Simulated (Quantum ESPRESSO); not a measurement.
CoSi2:

```xyz
3
Lattice="2.1747 0.0000 3.0144 -1.0873 1.8833 3.0144 -1.0873 -1.8833 3.0144" Properties=species:S:1:pos:R:3 pbc="T T T"
Co    0.0000    0.0000    0.0000
Si    0.0000    0.0000    2.2608
Si    0.0000    0.0000    6.7824
```

The cell was built by a generator and needn't be a form met in nature.

A run of Quantum ESPRESSO 7.5 on this cell left the log below. Logs are shortened: lines on timing, memory, paths and dates and some standing lists are left out, and cuts for length are marked.

```text
This program is part of the open-source Quantum ESPRESSO suite
     for quantum simulation of materials; please cite
[... 9 lines left out ...]
     --------------------
     sticks:   dense  smooth     PW     G-vecs:    dense   smooth      PW
     Sum        1535     765    249                40083    14133    2595

     Using Slab Decomposition

     bravais-lattice index     =            0
     lattice parameter (alat)  =       7.0240  a.u.
     unit-cell volume          =     249.9381 (a.u.)^3
     number of atoms/cell      =            3
     number of atomic types    =            2
     number of electrons       =        25.00
     number of Kohn-Sham states=           19
     kinetic-energy cutoff     =      56.0000  Ry
     charge density cutoff     =     448.0000  Ry
     scf convergence threshold =      6.0E-10
     mixing beta               =       0.5000
     number of iterations used =            8  plain     mixing
     energy convergence thresh.=      1.0E-05
     force convergence thresh. =      4.0E-04
     Exchange-correlation= SLA  PZ   NOGX NOGC
                           (   1   1   0   0   0   0   0)
     nstep                     =           40

     celldm(1)=   7.024039  celldm(2)=   0.000000  celldm(3)=   0.000000
     celldm(4)=   0.000000  celldm(5)=   0.000000  celldm(6)=   0.000000

     crystal axes: (cart. coord. in units of alat)
               a(1) = (   0.585063   0.000000   0.810988 )
               a(2) = (  -0.292532   0.506680   0.810988 )
               a(3) = (  -0.292532  -0.506680   0.810988 )

     reciprocal axes: (cart. coord. in units 2 pi/alat)
               b(1) = (  1.139478 -0.000000  0.411021 )
               b(2) = ( -0.569739  0.986817  0.411021 )
               b(3) = ( -0.569739 -0.986817  0.411021 )

     PseudoPot. # 1 for Co read from file:
     co_lda_v1.2.uspp.F.UPF
     Pseudo is Ultrasoft + core correction, Zval = 17.0
     Generated by new atomic code, or converted to UPF format
     Using radial grid of  863 points,  6 beta functions with:
                l(1) =   0
                l(2) =   0
                l(3) =   1
                l(4) =   1
                l(5) =   2
                l(6) =   2
     Q(r) pseudized with  8 coefficients,  rinner =    1.200   1.200   1.200
                                                       1.200   1.200

     PseudoPot. # 2 for Si read from file:
     si_lda_v1.uspp.F.UPF
     Pseudo is Ultrasoft + core correction, Zval =  4.0
     Generated by new atomic code, or converted to UPF format
     Using radial grid of  899 points,  6 beta functions with:
                l(1) =   0
                l(2) =   0
                l(3) =   1
                l(4) =   1
                l(5) =   2
                l(6) =   2
     Q(r) pseudized with  8 coefficients,  rinner =    0.900   0.900   0.900
                                                       0.900   0.900

     atomic species   valence    mass     pseudopotential
     Co               17.00    58.93320     Co( 1.00)
     Si                4.00    28.08500     Si( 1.00)

     12 Sym. Ops., with inversion, found

   Cartesian axes

     site n.     atom                  positions (alat units)
         1        Co     tau(   1) = (   0.0000000   0.0000000   0.0000000  )
         2        Si     tau(   2) = (  -0.0000000   0.0000000   0.6082407  )
         3        Si     tau(   3) = (  -0.0000000   0.0000000   1.8247222  )

     number of k points=   417  Methfessel-Paxton smearing, width (Ry)=  0.0073

     Number of k-points >= 100: set verbosity='high' to print them.

     Dense  grid:    40083 G-vectors     FFT dimensions: (  48,  48,  48)

     Smooth grid:    14133 G-vectors     FFT dimensions: (  36,  36,  36)

     Check: negative core charge=   -0.000010

     Initial potential from superposition of free atoms

     starting charge      23.9988, renormalised to      25.0000
     Starting wfcs are   21 randomized atomic wfcs

     Self-consistent Calculation

     iteration #  1     ecut=    56.00 Ry     beta= 0.50
     Davidson diagonalization with overlap
     ethr =  1.00E-02,  avg # of iterations =  4.2

     total energy              =    -308.92137735 Ry
     estimated scf accuracy    <      14.68489852 Ry

     iteration #  2     ecut=    56.00 Ry     beta= 0.50
     Davidson diagonalization with overlap
     ethr =  1.00E-02,  avg # of iterations =  3.0
[... 134 lines left out ...]
     atom    1 type  1   force =     0.00000000   -0.00000000   -0.00000000
     atom    2 type  2   force =     0.00000000   -0.00000000    0.00857742
     atom    3 type  2   force =     0.00000000   -0.00000000   -0.00857742

     Total force =     0.012130     Total SCF correction =     0.000000

     BFGS Geometry Optimization
     Energy error            =      1.5E-04 Ry
     Gradient error          =      8.6E-03 Ry/Bohr

     number of scf cycles    =   1
     number of bfgs steps    =   0

     energy             new  =    -317.7370646980 Ry

     new trust radius        =       0.0085774229 bohr
     new conv_thr            =       0.0000000006 Ry
[... 8 lines left out ...]
     Check: negative core charge=   -0.000010

     Self-consistent Calculation

     iteration #  1     ecut=    56.00 Ry     beta= 0.50
     Davidson diagonalization with overlap
     c_bands:  1 eigenvalues not converged
     ethr =  1.00E-06,  avg # of iterations =  2.3

     Threshold (ethr) on eigenvalues was too large:
     Diagonalizing with lowered threshold

     Davidson diagonalization with overlap
     ethr =  2.38E-08,  avg # of iterations =  3.7

     total energy              =    -317.73719081 Ry
     estimated scf accuracy    <       0.00000673 Ry
[... 391 lines left out ...]
     atom    1 type  1   force =     0.00000000   -0.00000000   -0.00000000
     atom    2 type  2   force =    -0.00000000   -0.00000000    0.00000341
     atom    3 type  2   force =     0.00000000    0.00000000   -0.00000341

     Total force =     0.000005     Total SCF correction =     0.000000
     Energy error            =      3.6E-07 Ry
     Gradient error          =      3.4E-06 Ry/Bohr

     bfgs converged in   5 scf cycles and   4 bfgs steps
     (criteria: energy <  1.0E-05 Ry, force <  4.0E-04 Ry/Bohr)

     End of BFGS Geometry Optimization

     Final energy             =    -317.7373473149 Ry

Begin final coordinates

ATOMIC_POSITIONS (crystal)
Co               0.0000000000       -0.0000000000        0.0000000000
Si               0.2519509486        0.2519509486        0.2519509486
Si               0.7480490514        0.7480490514        0.7480490514
End final coordinates

=------------------------------------------------------------------------------=
   JOB DONE.
=------------------------------------------------------------------------------=
```

**Question.** What input gives this log?

**Answer.** Relaxation of the atoms with LDA, no spin polarisation. The files as run (others can give the same):

pw.in
```
&CONTROL
  calculation = 'relax'
  prefix = 'pwscf'
  outdir = './tmp'
  pseudo_dir = './pseudo'
  tprnfor = .true.
  disk_io = 'low'
  nstep = 40
  forc_conv_thr = 0.0004
  etot_conv_thr = 1d-05
/
&SYSTEM
  ibrav = 0
  nat = 3
  ntyp = 2
  ecutwfc = 56
  ecutrho = 448
  nbnd = 19
  occupations = 'smearing'
  smearing = 'mp'
  degauss = 0.00734986
/
&ELECTRONS
  conv_thr = 6d-10
  electron_maxstep = 120
  mixing_beta = 0.5
/
&IONS
  ion_dynamics = 'bfgs'
/
ATOMIC_SPECIES
Co    58.9332 co_lda_v1.2.uspp.F.UPF
Si    28.0850 si_lda_v1.uspp.F.UPF
CELL_PARAMETERS angstrom
   2.1746574835    0.0000000000    3.0144096681
  -1.0873287418    1.8833086253    3.0144096681
  -1.0873287418   -1.8833086253    3.0144096681
ATOMIC_POSITIONS crystal
Co     0.0000000000    0.0000000000    0.0000000000
Si     0.2500000000    0.2500000000    0.2500000000
Si     0.7500000000    0.7500000000    0.7500000000
K_POINTS automatic
16 16 16 0 0 0
```

Potentials or basis: GBRV 1.5 LDA.
Run with:
```bash
$ OMP_NUM_THREADS=1 pw.x -in pw.in > pw.out
```
